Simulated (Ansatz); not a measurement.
## Pt, space group P6_3/mmc: a check of PAW against all-electron LAPW, step by step

With Ansatz 0.2.0, Python API.

Run as a notebook:

```python
from dataclasses import dataclass

import ansatz as az
import numpy as np
from tabulate import tabulate
```

```python
@dataclass
class Settings:
    xc: str = 'lda'
    kmesh: tuple[int, ...] = (12, 12, 6)
    occupations: str = 'fermi_dirac'
    sigma: float = 0.1
    tolerance: float = 1e-06
```

```python
settings = Settings()
```

```python
def count_gap(report):
    # lowest empty less highest filled band, counting bands; zero where they overlap
    return max(report.get('gap_by_band_count_ev') or 0.0, 0.0)
```

```python
structure = (
    az.Lattice.of((2.76067, 0.0, 0.0), (-1.38033, 2.39081, 0.0), (0.0, 0.0, 4.79213))
    .atom('Pt', (2 / 3, 1 / 3, 0.75))
    .atom('Pt', (1 / 3, 2 / 3, 0.25))
)
```

```python
model = structure.calculation()
model = model.functional(settings.xc).kpoints(*settings.kmesh, center='monkhorst-pack')
model = model.occupations(settings.occupations, width=settings.sigma).mixing('anderson', preconditioner='kerker_dos')
model = model.scf(tolerance=settings.tolerance)
model = model.stress()
model = model.forces().band_table()
variants = {
    'PAW': model.pseudopotentials('paw'),
    'LAPW': model.pseudopotentials('all_electron', lapw=True),
}
# totals differ by the cores that each treatment holds, so compare what does not depend on them
rows = []
for label, variant in variants.items():
    summary = variant.run(threads=1).report
    levels = np.array(summary['eigenvalues_ev'][0]) - summary['fermi_energy_ev']
    print(label, 'levels at the first k-point near E_F:', np.round(levels[np.abs(levels) < 5], 3))
    rows.append((label, summary['n_electrons'], np.trace(summary['stress_gpa']) / 3, count_gap(summary)))
print(tabulate(rows, headers=['treatment', 'electrons in bands', 'P GPa', 'gap by band count eV'], floatfmt='.4f', tablefmt='pipe'))
```

    DeckWarning: basis.ecutwfc = 420 eV, auto-derived from the records' recommended cutoffs: set by Pt (normal level)
    DeckWarning: crystal.symmetry: narrowed to the stabiliser of the k-point mesh — unitary ops 24 → 8; excluded 16 operations that carry a point of the 12×12×6 mesh (shift [0.5, 0.5, 0.5]) off the mesh [...]
    DeckWarning: scf.convergence.dr2_threshold = 1e-6 eV is looser than this run's default, which is 1e-7 eV or tighter. The error in the forces grows as the threshold's square root, so leave the key out unless less accurate forces are enough
    DeckWarning: output.stress: scf.convergence.dr2_threshold = 1e-6 eV is looser than the 2e-10 eV advised for a printed stress (1e-10 eV for each atom of the cell: 2). What an SCF threshold leaves in a [...]
    PAW levels at the first k-point near E_F: [-3.993 -3.471 -3.298 -3.19  -2.946 -2.027 -1.917 -1.686 -0.204  0.73 ]
    DeckWarning: output.stress: scf.convergence.dr2_threshold = 1e-6 eV is looser than the 1e-7 eV advised for a printed stress on datasets or a basis made for the crystal, by an estimate of what a [...]
    LAPW levels at the first k-point near E_F: [-3.995 -3.471 -3.296 -3.189 -2.944 -2.031 -1.919 -1.689 -0.206  0.727]
    | treatment   |   electrons in bands |    P GPa |   gap by band count eV |
    |:------------|---------------------:|---------:|-----------------------:|
    | PAW         |              36.0000 | -15.5537 |                 0.0000 |
    | LAPW        |              84.0000 | -15.5552 |                 0.0000 |

PAW gives -15.554 GPa and LAPW -15.555 GPa, 0.001 GPa apart. They took 3.4 and 58.9 s of processor time.

Caveats:
- These settings explore the input space; cutoff and mesh may be short of convergence.
- No spin polarisation was allowed.
- The mesh is modest for a metal, so energies can be off by several to tens of meV an atom and pressures by half a GPa or more; differences at equal mesh fare better.
- A gap by band count of zero or less means overlapping bands, a metal.
- At these settings the cell as given stands under about -16 GPa, so it isn't at this functional's equilibrium volume.
- This isn't the structure that Pt takes at ambient conditions.
- Levels are Kohn-Sham eigenvalues on this mesh, without spin-orbit coupling.
- Warnings are shown shortened and without file and line.
- Pressure is positive in compression; the treatments may keep other shells as core, so totals and counts of electrons can differ.
- Finished in 68 s on 1 thread of Intel(R) Xeon(R) Processor @ 2.30GHz, with other jobs on the host, peak memory 0.99 GiB.
